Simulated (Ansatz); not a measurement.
# C₃H₁₃HfN₃O: taking an electron away

One table from this session's results is given with a row withheld; the runs are named, their logs left out.

Method: unrestricted cation, the program's frozen cores in correlated methods; program: Ansatz 0.2.0, Gaussian basis.

The runs, in order: UKS PBE-D4/def2-TZVPP; UKS r2SCAN-D4/def2-TZVPP; UKS PBE0-D4/def2-TZVPP; UKS B3LYP-D4/def2-TZVPP; UKS wB97X-V/def2-TZVPP; UKS wB97M-V/def2-TZVPP; UKS B2PLYP/def2-TZVPP; UHF-MP2/def2-TZVPP; UHF-MP2/def2-QZVPP; then −ε(HOMO) from the neutral's earlier runs with LDA (SPW92), PBE-D4, revPBE-D4, BLYP-D4, r2SCAN-D4, B97M-V, PBE0-D4, B3LYP-D4, r2SCANh-D4, r2SCAN0-D4, HSE06-D4, BHLYP-D4, CAM-B3LYP-D4, LC-ωPBE, ωB97X-V, ωB97M-V.

1 further run of the same task is left out (it didn't finish).

## The geometry

All runs share one geometry, relaxed beforehand with PBE0-D4 in a triple-zeta def2 set. Hf takes the def2 core potential; no spin-orbit term is included.

SMILES `C[NH][Hf]([OH])([NH]C)[NH]C`, 21 atoms, charge 0, spin multiplicity 1.

Atoms are counted from 1 here; the program's logs count them from 0.

Bond lengths: C1–N2 1.447 Å, C1–H9 1.098 Å, C1–H10 1.098 Å, C1–H11 1.096 Å, N2–Hf3 2.045 Å, N2–H12 1.010 Å, Hf3–O4 1.947 Å, Hf3–N5 2.044 Å, Hf3–N7 2.047 Å, O4–H13 0.951 Å, N5–C6 1.448 Å, N5–H14 1.013 Å, C6–H15 1.093 Å, C6–H16 1.098 Å, C6–H17 1.098 Å, N7–C8 1.447 Å, N7–H18 1.011 Å, C8–H19 1.098 Å and more. Angles: N2–C1–H9 112.6°, N2–C1–H10 113.0°, N2–C1–H11 110.2°, H9–C1–H10 107.6°, H9–C1–H11 106.4°, H10–C1–H11 106.7°, C1–N2–Hf3 126.1°, C1–N2–H12 111.5°, Hf3–N2–H12 122.3°, N2–Hf3–O4 114.8°, N2–Hf3–N5 106.0°, N2–Hf3–N7 105.1°, O4–Hf3–N5 110.5°, O4–Hf3–N7 111.3°, N5–Hf3–N7 108.8°, Hf3–O4–H13 159.0°, Hf3–N5–C6 130.9°, Hf3–N5–H14 118.2° and more.

Set-up of the first run:

in.yaml reads:

```yaml
crystal:
  periodic: [false, false, false]
  atoms:
    - {symbol: C, position_ang: [2.130917, -2.128640, -0.958209]}
    - {symbol: N, position_ang: [0.739723, -1.784644, -0.757589]}
    - {symbol: Hf, position_ang: [-0.030002, 0.106582, -0.641515]}
    - {symbol: O, position_ang: [0.407816, 1.259663, -2.148231]}
    - {symbol: N, position_ang: [-2.055338, -0.116872, -0.476516]}
    - {symbol: C, position_ang: [-2.908155, -0.204850, 0.689935]}
    - {symbol: N, position_ang: [0.696150, 0.869181, 1.113724]}
    - {symbol: C, position_ang: [0.829356, 2.254616, 1.509723]}
    - {symbol: H, position_ang: [2.529503, -2.759163, -0.152484]}
    - {symbol: H, position_ang: [2.310921, -2.650475, -1.907330]}
    - {symbol: H, position_ang: [2.745647, -1.221965, -0.975563]}
    - {symbol: H, position_ang: [0.154825, -2.608184, -0.733649]}
    - {symbol: H, position_ang: [0.817572, 1.546057, -2.957031]}
    - {symbol: H, position_ang: [-2.612819, -0.069335, -1.321485]}
    - {symbol: H, position_ang: [-2.296901, -0.199346, 1.595724]}
    - {symbol: H, position_ang: [-3.503355, -1.127373, 0.705914]}
    - {symbol: H, position_ang: [-3.606033, 0.639058, 0.768817]}
    - {symbol: H, position_ang: [1.068593, 0.248324, 1.819982]}
    - {symbol: H, position_ang: [0.254525, 2.491902, 2.414530]}
    - {symbol: H, position_ang: [0.455274, 2.909820, 0.717091]}
    - {symbol: H, position_ang: [1.871782, 2.545633, 1.694152]}
basis:
  gaussian: {orbitals: def2-TZVPP}
total_charge: 1
magnetization: {spin_polarized: true, initial_magnetization: 1}
hamiltonian: {xc: pbe, dispersion: d4}
```

On the command line:

```sh
ansatz run in.yaml --threads 4 --pin off --events-out ev --progress --plain --max-ram 66560MiB --backend cuda --devices 0, --max-vram 37GiB
```

Among the steps run: Cation, UKS PBE-D4/def2-TZVPP; Cation, UKS r2SCAN-D4/def2-TZVPP; Cation, UKS PBE0-D4/def2-TZVPP; Cation, UKS B3LYP-D4/def2-TZVPP; Cation, UKS wB97X-V/def2-TZVPP; Cation, UKS wB97M-V/def2-TZVPP; Cation, UKS B2PLYP (frozen core)/def2-TZVPP; Cation, UHF-MP2/def2-TZVPP; Cation, UHF-MP2/def2-QZVPP.

One of the session's tables, all rows but one given; the rest of the session is left out.

It belongs to the step «Ionisation energies side by side». Orbital estimates, from the neutral's runs:

```
  functional  −ε(HOMO) (eV)
 LDA (SPW92)           4.95
      PBE-D4           4.80
   revPBE-D4           4.73
     BLYP-D4           4.68
   r2SCAN-D4           5.04
      B97M-V           5.16
     PBE0-D4           6.10
    B3LYP-D4              ?
  r2SCANh-D4           5.53
  r2SCAN0-D4           6.28
    HSE06-D4           5.70
    BHLYP-D4           7.34
CAM-B3LYP-D4           7.48
     LC-ωPBE           8.84
     ωB97X-V           8.50
     ωB97M-V           8.42
```

Q: Estimate the row for B3LYP-D4 from the others.

Worked estimate for «−ε(HOMO) (eV)». Against the share of exact exchange, BLYP-D4 (0, 4.68), BHLYP-D4 (0.5, 7.34) give a slope of 5.32 per unit share; at 0.2 the line stands at 5.74.

**Answer.** −ε(HOMO) (eV): 5.88. In «−ε(HOMO) (eV)» the line misses by -0.14.
